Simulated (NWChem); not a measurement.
# CH3O (SMILES C[O]) at UTPSSh/6-31G(d) (spherical functions)

What is the electronic atomisation energy of CH3O at UTPSSh/6-31G* (spherical functions)? 

The results are computed with NWChem 7.3.0.

### Step 1. The structure to begin with

CH3O has 5 atoms, charge 0, and is taken as a doublet. SMILES: `C[O]`. The coordinates come from a PBE0-D4/def2-TZVP relaxation.

Bond lengths: C1–O2 1.355 Å, C1–H3 1.108 Å, C1–H4 1.100 Å, C1–H5 1.100 Å. Angles: O2–C1–H3 105.3°, O2–C1–H4 113.5°, O2–C1–H5 113.5°, H3–C1–H4 106.2°, H3–C1–H5 106.2°, H4–C1–H5 111.5°.

### Step 2. A single-point energy at UTPSSh/6-31G(d) (spherical functions) (run 1)

The input, a.nw:

```
start a
title "CH3O"
memory 2200 mb

geometry units angstroms noautosym nocenter noautoz
  C     -0.000300     0.051900     0.013800
  O      0.981100    -0.843300    -0.254000
  H     -0.948700    -0.508200    -0.108100
  H     -0.041600     0.884500    -0.703800
  H      0.009500     0.415200     1.052100
end

basis spherical bse
  * library 6-31G*
end

dft
  xc xctpssh
  mult 2
  grid fine
  convergence energy 1e-08
  maxiter 100
  mulliken
  noprint "final vectors analysis"
end

task dft energy
```

The run is started by

```
$ nwchem a.nw > a.out
```

The log of the run:

```text
[...]
          Wavefunction type:  spin polarized.
          No. of atoms     :     5
          No. of electrons :    17
[...]
          Charge           :     0
          Spin multiplicity:     2
[...]
          AO basis - number of functions:    34
[...]
              XC Information
              --------------
                  TPSS hybrid Method XC Functional
                     Hartree-Fock (Exact) Exchange  0.100
                  TPSS metaGGA Exchange Functional  0.900
             TPSS03 metaGGA Correlation Functional  1.000
[...]
 d= 0,ls=0.0,diis     1   -114.9715861820 -1.50D+02  1.57D-02  9.08D-02     0.5
[...]
 d= 0,ls=0.0,diis    10   -115.0517003788 -3.83D-09  7.96D-07  2.36D-09     4.2
[...]
         Total DFT energy =     -115.051700378839
      One electron energy =     -224.683454418981
           Coulomb energy =       90.192387203454
    Exchange-Corr. energy =      -15.104063543770
 Nuclear repulsion energy =       34.543430380458
[...]
      Total Density - Mulliken Population Analysis
     ---------------------------------------------
    Atom       Charge   Shell Charges
 -----------   ------   -------------------------------------------------------
    1 C    6     6.22   2.00  0.68  2.08  0.58  0.82  0.07
    2 O    8     8.30   2.00  0.95  2.76  1.00  1.57  0.02
    3 H    1     0.80   0.52  0.28
    4 H    1     0.84   0.54  0.30
    5 H    1     0.84   0.54  0.30
[...]
      <S2> =      0.7532 (Exact =     0.7500)
[...]
```

It took 4.8 s on 1 thread of Intel Xeon Platinum 8559C (Emerald Rapids), shared host; peak memory 0.11 GiB.

### Step 3. The C atom (run 2)

The input, mol.xyz:

```xyz
1
C
C      0.000000     0.000000     0.000000
```

The input, mol.nw:

```
start mol
title "C"
memory total 2200 mb
charge 0

geometry units angstroms noautosym nocenter noautoz
   load mol.xyz
end

basis spherical bse
   C library 6-31G*
end

dft
   xc xctpssh
   mult 3
   grid fine
   convergence energy 1e-08
   maxiter 100
   mulliken
   noprint "final vectors analysis"
end

task dft energy
```

Run the same way, it converges to -37.84903 Eh (log not shown).

Run 3 isn't shown in full; the table further down has it.

### Step 4. The O atom, same level (run 4)

The input, work.nw:

```
echo
start work
title "O TPSSh"
memory 2200 mb
geometry units angstrom noautosym nocenter noautoz
O      0.000000     0.000000     0.000000
end
basis spherical bse
O library 6-31G*
end
dft
xc xctpssh
mult 3
grid fine
convergence energy 1e-08
iterations 100
mulliken
print low
end
task dft energy
```

Run the same way, it converges to -75.06388 Eh (log not shown).

### Step 5. The series

| run | partner | energy (Eh) | ⟨S²⟩ | wall time |
| --- | --- | --- | --- | --- |
| 1 | base | -115.051700 | 0.753 | 4.8 s |
| 2 | atoms | -37.849029 | 2.002 | 0.76 s |
| 3 | atoms | -0.497891 | 0.750 | 0.56 s |
| 4 | atoms | -75.063876 | 2.003 | 0.74 s |

### Step 6. What came out

At UTPSSh/6-31G* (spherical functions):

| quantity | value |
| --- | --- |
| O atom: total energy | -75.06388 Eh |
| O atom: ⟨S²⟩ | 2.003 |
| electronic atomisation energy | 17.555 eV |

Taking the molecule apart into free atoms costs 17.55 eV (405 kcal/mol), before zero-point energy and without spin-orbit coupling. All runs together took 6.9 s, the longest 4.8 s.
